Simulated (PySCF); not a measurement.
# C2H6CrF5N (Cr(NMe2)F5): the cost of one run

Computed with PySCF 2.14.0 and routines of our own; the level stands in each step. Atoms count from 0.

## 1. The system as given

15 atoms, charge 0, multiplicity 1; geometry from: GFN2-xTB.

## 2. Magnetic properties: GIAO BP86/def2-SVP Cr:def2-TZVP

The job: settings as JSON, then the geometry in Å.

```
{"job": {"kind": "mag", "xc": "BP86", "basis": {"default": "def2-SVP", "Cr": "def2-TZVP"}}, "charge": 0, "multiplicity": 1}
Cr    -0.003510     0.010810    -1.492310
N      0.000790    -0.002550     0.339460
C      0.823000     0.845080     1.141400
C     -0.817760    -0.861550     1.133120
H      0.200580     1.464220     1.797380
H      1.431010     1.491520     0.510710
H      1.481190     0.240900     1.776050
H     -1.429890    -1.497730     0.496040
H     -0.192130    -1.491180     1.775830
H     -1.471670    -0.266510     1.780740
F     -0.007620     0.023640    -3.294000
F      1.726340     0.074840    -1.495670
F     -1.733330    -0.053070    -1.488350
F      0.012380     1.739800    -1.478400
F     -0.019390    -1.718220    -1.502000
```

With the program's defaults for keys left out, this is: GIAO BP86/def2-SVP Cr:def2-TZVP magnetisability, rotational g tensor and spin-rotation constants, non-relativistic, gas phase.

The run is started by

```bash
> OMP_NUM_THREADS=1 python excited_run.py task.json out
```

This one command runs all jobs of the session in turn.

Q: Estimate the wall time and peak memory of this first job on 1 thread of Arm Neoverse V1, shared host.

About 79 s, with a peak of 1.1 GiB.
